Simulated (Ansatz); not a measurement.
# Sn4F3: the cost of one run

Computed with Ansatz 0.2.0 (DFT PBE, scalar-relativistic, plane waves, PAW, unless a step names another level, unless a step's input says otherwise).

6 further runs of the same task are left out: 2 that didn't finish, 4 set aside as unsound or not needed.

## Step 1: Starting point

Symmetry: P4/nmm, No. 129, tetragonal system. The conventional cell has a = 4.114 Å, b = 4.114 Å, c = 17.255 Å, α = 90.00°, β = 90.00°, γ = 90.00°. Sn (site symmetry 4mm) is surrounded by 8 F at 2.54 Å. Around Sn (site symmetry 4mm) lie 4 F at 2.57 Å. Around Sn (site symmetry 4mm) lie 9 Sn at 3.11 to 3.39 Å. Sn (site symmetry 4mm) is surrounded by 10 Sn at 3.11 to 3.36 Å. Around F (site symmetry -4m2) lie 4 Sn at 2.54 Å. F (site symmetry 2mm) has 4 Sn at 2.54 to 2.57 Å as nearest neighbours.

As a file:

```
Sn F
1.0
     4.11413    0.00000    0.00000
     0.00000    4.11413    0.00000
     0.00000    0.00000   17.25510
Sn F
8 6
Direct
  0.50000 0.00000 0.08670
  0.00000 0.50000 0.91330
  0.00000 0.50000 0.26212
  0.50000 0.00000 0.73788
  0.00000 0.50000 0.63662
  0.50000 0.00000 0.36338
  0.00000 0.50000 0.45658
  0.50000 0.00000 0.54342
  0.50000 0.50000 0.00000
  0.00000 0.00000 0.00000
  0.50000 0.50000 0.82694
  0.00000 0.00000 0.82694
  0.00000 0.00000 0.17306
  0.50000 0.50000 0.17306
```

It came out lowest among 27 distinct ends of the trial cells. At a tolerance of 0.05 Å it has space group P4/nmm (No. 129).

## Step 2: A stricter relaxation, on the response runs' mesh and smearing

Input file input.yaml:

```yaml
crystal:
  lattice:
    - [4.1141290913, 0.0, 0.0]
    - [0.0, 4.1141290913, 0.0]
    - [0.0, 0.0, 17.2550980518]
  atoms:
    - { symbol: Sn, position: [0.5, 0.0, 0.0866987284] }
    - { symbol: Sn, position: [0.0, 0.5, 0.9133012716] }
    - { symbol: Sn, position: [0.0, 0.5, 0.2621248964] }
    - { symbol: Sn, position: [0.5, 0.0, 0.7378751036] }
    - { symbol: Sn, position: [0.0, 0.5, 0.6366191031] }
    - { symbol: Sn, position: [0.5, 0.0, 0.3633808969] }
    - { symbol: Sn, position: [0.0, 0.5, 0.4565809112] }
    - { symbol: Sn, position: [0.5, 0.0, 0.5434190888] }
    - { symbol: F, position: [0.5, 0.5, 0.0] }
    - { symbol: F, position: [0.0, 0.0, 0.0] }
    - { symbol: F, position: [0.5, 0.5, 0.8269372242] }
    - { symbol: F, position: [0.0, 0.0, 0.8269372242] }
    - { symbol: F, position: [0.0, 0.0, 0.1730627758] }
    - { symbol: F, position: [0.5, 0.5, 0.1730627758] }
basis:
  ecutwfc: 420
kpoints:
  mp_grid: { grid: [8, 8, 2] }
hamiltonian:
  xc: pbe
scf:
  occupations: { method: gaussian, width: 0.1 }
output:
  forces: true
  stress: true
  eigenvalues: true
relax:
  adjacent_minimum: "off"
  f_tol: 0.001
  max_steps: 60
  cell: { stress_tol: 0.01 }
```

Launch:

```
ansatz run input.yaml --threads 3 --pin off --max-ram 7680MiB --backend cpu --events-out ev --progress --plain --runs-dir out
```

**Question.** How long does this run take on 3 threads of Intel Xeon 6975P-C (Granite Rapids), shared host, and how much memory does it need?

About 43 s, with a peak of 1.2 GiB.
